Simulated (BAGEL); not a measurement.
# CHClFNOSi (SMILES O=C=N[SiH](F)Cl), step by step

Aim: the energy (HF/def2-SVP), then a single-point energy (NEVPT2(2,2)/def2-SVP) of CHClFNOSi. 

The calculation is run with BAGEL 1.2.2.

2 further runs of the same task are left out: 2 set aside as unsound or not needed.

**1. Starting point**

The species is CHClFNOSi (7 atoms), meant as a singlet with charge 0. SMILES: `O=C=N[SiH](F)Cl`. One bond was lengthened or shortened from a relaxed shape.

Bond lengths: O1–C2 1.159 Å, C2–N3 1.198 Å, N3–Si4 1.939 Å, Si4–F5 1.581 Å, Si4–Cl6 2.029 Å, Si4–H7 1.466 Å. Angles: O1–C2–N3 177.6°, C2–N3–Si4 156.6°, N3–Si4–F5 108.1°, N3–Si4–Cl6 110.5°, F5–Si4–Cl6 108.3°, N3–Si4–H7 110.6°, F5–Si4–H7 109.0°, Cl6–Si4–H7 110.3°.

**2. A single-point energy at HF/def2-SVP (density fitting with svp-jkfit) (run 1)**

Input file input.json:

```json
{ "bagel" : [

{
  "title" : "molecule",
  "basis" : "svp",
  "df_basis" : "svp-jkfit",
  "angstrom" : "true",
  "geometry" : [
    { "atom" : "O", "xyz" : [    0.886215,   -2.581418,    1.752436 ] },
    { "atom" : "C", "xyz" : [    0.583215,   -1.783618,    0.968336 ] },
    { "atom" : "N", "xyz" : [    0.270315,   -0.994918,    0.122036 ] },
    { "atom" : "Si", "xyz" : [   -0.274200,    0.722000,   -0.596700 ] },
    { "atom" : "F", "xyz" : [    0.917700,    1.292700,   -1.464400 ] },
    { "atom" : "Cl", "xyz" : [   -0.652900,    2.033600,    0.904000 ] },
    { "atom" : "H", "xyz" : [   -1.456100,    0.571700,   -1.450200 ] }
  ]
},
{
  "title" : "hf"
},
{
  "title" : "print",
  "file" : "orbitals.molden",
  "orbitals" : "true"
}

]}
```

Command:

```console
$ BAGEL_NUM_THREADS=1 BAGEL input.json > input.out
```

What it wrote:

```text
* using 1 threads per process

  ===============================================================
  ===============================================================

  *** Geometry ***

  { "atom" : "O", "xyz" : [      1.674704,     -4.878173,      3.311624 ] },
  { "atom" : "C", "xyz" : [      1.102117,     -3.370550,      1.829890 ] },
  { "atom" : "N", "xyz" : [      0.510821,     -1.880123,      0.230615 ] },
  { "atom" : "Si", "xyz" : [     -0.518163,      1.364382,     -1.127600 ] },
  { "atom" : "F", "xyz" : [      1.734202,      2.442849,     -2.767315 ] },
  { "atom" : "Cl", "xyz" : [     -1.233802,      3.842947,      1.708312 ] },
  { "atom" : "H", "xyz" : [     -2.751630,      1.080356,     -2.740481 ] },

  Number of auxiliary basis functions:      580

  Since a DF basis is specified, we compute 2- and 3-index integrals:
    o Being stored without compression. Storage requirement is 0.044 GB

  Number of basis functions:       97
  Number of electrons      :       62

    * METHOD: MOLECULE                             0.36

  *** RHF ***

  === Nuclear Repulsion ===
   326.9833081177

      * DIIS with orbital gradients will be used.

  === RHF iteration (svp) ===
      0      -1015.07503096          0.01789240           0.14
      1      -1015.24080125          0.01190549           0.14
      2      -1015.33054370          0.00148527           0.14
      3      -1015.33200532          0.00080911           0.14
      4      -1015.33249022          0.00014468           0.14
      5      -1015.33250777          0.00003678           0.14
      6      -1015.33250972          0.00001241           0.14
      7      -1015.33251006          0.00000363           0.14
      8      -1015.33251009          0.00000188           0.14
      9      -1015.33251010          0.00000105           0.14
     10      -1015.33251010          0.00000049           0.14
     11      -1015.33251010          0.00000023           0.14
     12      -1015.33251010          0.00000008           0.13
     13      -1015.33251010          0.00000002           0.13
     14      -1015.33251010          0.00000001           0.13
     15      -1015.33251010          0.00000000           0.13
    * SCF iteration converged.

    * Permanent dipole moment:
           (    0.740883,    -0.631114,     0.543365) a.u.

    * METHOD: HF                                   2.47

    * METHOD: PRINT                                0.02

  ===============================================================
```

It took 3 s on 1 thread of Arm Neoverse V1, shared host; peak memory 0.17 GiB.

**3. The energy at NEVPT2(2,2)/def2-SVP (density fitting with svp-jkfit) (run 2)**

Input file job.json:

```json
{ "bagel": [

{
  "title": "molecule",
  "basis": "svp",
  "df_basis": "svp-jkfit",
  "angstrom": true,
  "geometry": [
    { "atom": "O", "xyz": [    0.886215,   -2.581418,    1.752436 ] },
    { "atom": "C", "xyz": [    0.583215,   -1.783618,    0.968336 ] },
    { "atom": "N", "xyz": [    0.270315,   -0.994918,    0.122036 ] },
    { "atom": "Si", "xyz": [   -0.274200,    0.722000,   -0.596700 ] },
    { "atom": "F", "xyz": [    0.917700,    1.292700,   -1.464400 ] },
    { "atom": "Cl", "xyz": [   -0.652900,    2.033600,    0.904000 ] },
    { "atom": "H", "xyz": [   -1.456100,    0.571700,   -1.450200 ] }
  ]
},
{ "title": "hf" },
{ "title": "nevpt2", "nstate": 1, "nact": 2, "nclosed": 30, "active": [19, 34], "maxiter": 200, "natocc": true, "ncore": 14 },
{ "title": "print", "file": "orbitals.molden", "orbitals": true }

]}
```

Command:

```console
$ BAGEL_NUM_THREADS=1 BAGEL job.json > job.out
```

What it wrote:

```text
* using 1 threads per process

  ===============================================================
  ===============================================================

  *** Geometry ***

  { "atom" : "O", "xyz" : [      1.674704,     -4.878173,      3.311624 ] },
  { "atom" : "C", "xyz" : [      1.102117,     -3.370550,      1.829890 ] },
  { "atom" : "N", "xyz" : [      0.510821,     -1.880123,      0.230615 ] },
  { "atom" : "Si", "xyz" : [     -0.518163,      1.364382,     -1.127600 ] },
  { "atom" : "F", "xyz" : [      1.734202,      2.442849,     -2.767315 ] },
  { "atom" : "Cl", "xyz" : [     -1.233802,      3.842947,      1.708312 ] },
  { "atom" : "H", "xyz" : [     -2.751630,      1.080356,     -2.740481 ] },

  Number of auxiliary basis functions:      580

  Since a DF basis is specified, we compute 2- and 3-index integrals:
    o Being stored without compression. Storage requirement is 0.044 GB

  Number of basis functions:       97
  Number of electrons      :       62

    * METHOD: MOLECULE                             0.36

  *** RHF ***

  === Nuclear Repulsion ===
   326.9833081177

      * DIIS with orbital gradients will be used.

  === RHF iteration (svp) ===
      0      -1015.07503096          0.01789240           0.13
      1      -1015.24080125          0.01190549           0.12
      2      -1015.33054370          0.00148527           0.12
      3      -1015.33200532          0.00080911           0.12
      4      -1015.33249022          0.00014468           0.13
      5      -1015.33250777          0.00003678           0.13
      6      -1015.33250972          0.00001241           0.13
      7      -1015.33251006          0.00000363           0.13
      8      -1015.33251009          0.00000188           0.13
      9      -1015.33251010          0.00000105           0.13
     10      -1015.33251010          0.00000049           0.13
     11      -1015.33251010          0.00000023           0.13
     12      -1015.33251010          0.00000008           0.13
     13      -1015.33251010          0.00000002           0.13
     14      -1015.33251010          0.00000001           0.13
     15      -1015.33251010          0.00000000           0.13
    * SCF iteration converged.

    * Permanent dipole moment:
           (    0.740883,    -0.631114,     0.543365) a.u.

    * METHOD: HF                                   2.34

    * freezing 14 orbitals
  ---------------------------
      CASSCF calculation
  ---------------------------

    ==== Active orbitals : =====
         Orbital 19
         Orbital 34
    ============================

    * nstate   :      1
    * nclosed  :     30
    * nact     :      2
    * nvirt    :     65
  === CASSCF iteration (svp) ===

    * Using the second-order algorithm

      0  0     -1015.33270272     3.61e-05      0.03

      1  0     -1015.33306741     5.99e-05      0.56

      2  0     -1015.33429593     1.35e-04      0.73

      3  0     -1015.33624377     2.23e-04      0.66

      4  0     -1015.34541321     8.54e-04      0.68

      5  0     -1015.34686921     2.11e-04      0.99

      6  0     -1015.34705751     2.96e-05      0.94

      7  0     -1015.34706824     7.52e-06      0.94

      8  0     -1015.34706856     1.93e-06      0.97

      9  0     -1015.34706857     8.01e-07      1.05

     10  0     -1015.34706857     3.20e-07      1.11

     11  0     -1015.34706857     1.20e-07      0.89

     12  0     -1015.34706857     4.44e-08      0.82

     13  0     -1015.34706857     1.63e-08      0.80

     14  0     -1015.34706857     5.93e-09      0.73

    * Second-order optimization converged. *

     guess   0:   closed 1.                   open ..

  === FCI iteration ===

      0  0     -1015.33230835     7.99e-02      0.00
      1  0     -1015.34706680     6.68e-04      0.00
      2  0 *   -1015.34706857     6.67e-16      0.00

     * ci vector, state   0, <S^2> = 0.0000
       2.     0.9957636760
       .2    -0.0919494510

  === DF-NEVPT2 calculation ===

    * 3-index integral transformation done
    * assembly done

      NEVPT2 correlation energy:   -0.8402162203      0.31

          (+0)     -0.7483969317
          (+0)'    -0.0337959538
          (+1)     -0.0115700451
          (+1)'    -0.0000000000
          (+2)     -0.0002767130
          (-1)     -0.0405568969
          (-1)'     0.0000000000
          (-2)     -0.0056196796

      NEVPT2 total energy:       -1016.1872847861

    * METHOD: NEVPT2                              12.74

    * METHOD: PRINT                                0.02

  ===============================================================
```

Wall time 16 s (1 thread of Arm Neoverse V1, shared host); peak memory 0.17 GiB.

**4. Summary of results**

| quantity | value |
| --- | --- |
| run 1, HF/def2-SVP: total energy | -1015.33251 Eh |
| run 1, HF/def2-SVP: dipole moment | 2.83 D |
| run 1, HF/def2-SVP: HOMO energy | -12.22 eV |
| run 1, HF/def2-SVP: LUMO energy | 3.56 eV |
| run 1, HF/def2-SVP: HOMO–LUMO gap | 15.79 eV |
| run 2, NEVPT2(2,2)/def2-SVP: total energy | -1016.18728 Eh |
